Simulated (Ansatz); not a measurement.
# GeH+ (singlet): the correlation ladder at distance Ge1–H2 = 4.317 Å, cc-pVQZ

One table from this session's results is given with a row withheld; the runs are named, their logs left out.

The runs use Ansatz 0.2.0, Gaussian basis; cc-pVQZ, core rule «outside noble gas», up to 14 orbitals frozen.

To be run: UHF; CCSD(T) on RHF; CCSD(T) on UHF; BCCD(T) on RHF; CCSDT(Q) on RHF; CCSDT(Q) on UHF; CASSCF and NEVPT2, 4 electrons in 5 orbitals; Full CI.

21 further runs of the same task are left out: 15 that didn't finish, 6 set aside as unsound or not needed.

## What is computed

The geometry derives from a PBE0/def2-TZVP stationary point (not a proven minimum). One bond is set to the value named and the two fragments are kept rigid. No spin-orbit coupling is included. The filled d shell of Ge may be among the frozen orbitals whatever the setting's name suggests; the logs give the count.

2 atoms, charge 1, spin multiplicity 1.

Atoms are counted from 1 here; the program's logs count them from 0.

No contacts short enough for the rule that draws bonds.

The first run:

File in.yaml:

```yaml
crystal:
  periodic: [false, false, false]
  atoms:
    - {symbol: Ge, position_ang: [0.000000, 0.000000, 0.000000]}
    - {symbol: H, position_ang: [0.000000, 0.000000, 4.317000]}
basis:
  gaussian: {orbitals: cc-pVQZ}
total_charge: 1
magnetization: {spin_polarized: true, initial_magnetization: 0}
hamiltonian: {xc: hf}
output: {orbitals: {seedname: orbitals}}
```

The run is started by

```console
ansatz run in.yaml --threads 1 --pin off --events-out ev --progress --plain --max-ram 2393MiB
```

Among the steps run: UHF; CCSD(T) on RHF; CCSD(T) on UHF; BCCD(T) on RHF; CCSDT(Q) on RHF; CCSDT(Q) on UHF; CASSCF and NEVPT2, 4 electrons in 5 orbitals; Full CI.

One of the session's tables, all rows but one given; the rest of the session is left out.

| method | from FCI (meV) |
| --- | --- |
| RHF | +5551.7 |
| UHF | +1469.6 |
| RMP2 | +1833.1 |
| UMP2 | +384.3 |
| RCCSD | ? |
| UCCSD | +29.6 |
| RCCSD(T) | -126.9 |
| UCCSD(T) | +5.5 |
| BCCD(T) | -112.0 |
| RCCSDT | +5.1 |
| UCCSDT | -1.5 |
| RCCSDT(Q) | -1.0 |
| UCCSDT(Q) | -1.5 |
| CASSCF valence | +897.6 |
| NEVPT2 valence | +198.0 |
| FCI | 0 |

**Question.** Estimate the row for RCCSD.

**Answer.** from FCI (meV): +292.7. In the column «from FCI (meV)» it lies between NEVPT2 valence (+198.0) and UMP2 (+384.3).

The program flags RCCSD(T), BCCD(T), RCCSDT(Q) as in doubt (see the logs), so those rows may rest on another solution; read them beside their warnings.

Caveats from the session: The determinant is far from a pure spin state, so its energy mixes those of several spin states (harmless only where they are near-degenerate, as at dissociation). The report flags that the cluster equations may have other roots. The program flags RCCSD(T), BCCD(T), RCCSDT(Q) as in doubt, so those rows may rest on another solution; read them beside their warnings. RCCSD(T), BCCD(T) fall below full CI, which methods that aren't variational can do. Restricted and unrestricted rows rest on different reference determinants; where their highest levels disagree by more than a few hundredths of an eV, they describe different states and don't form one ladder.
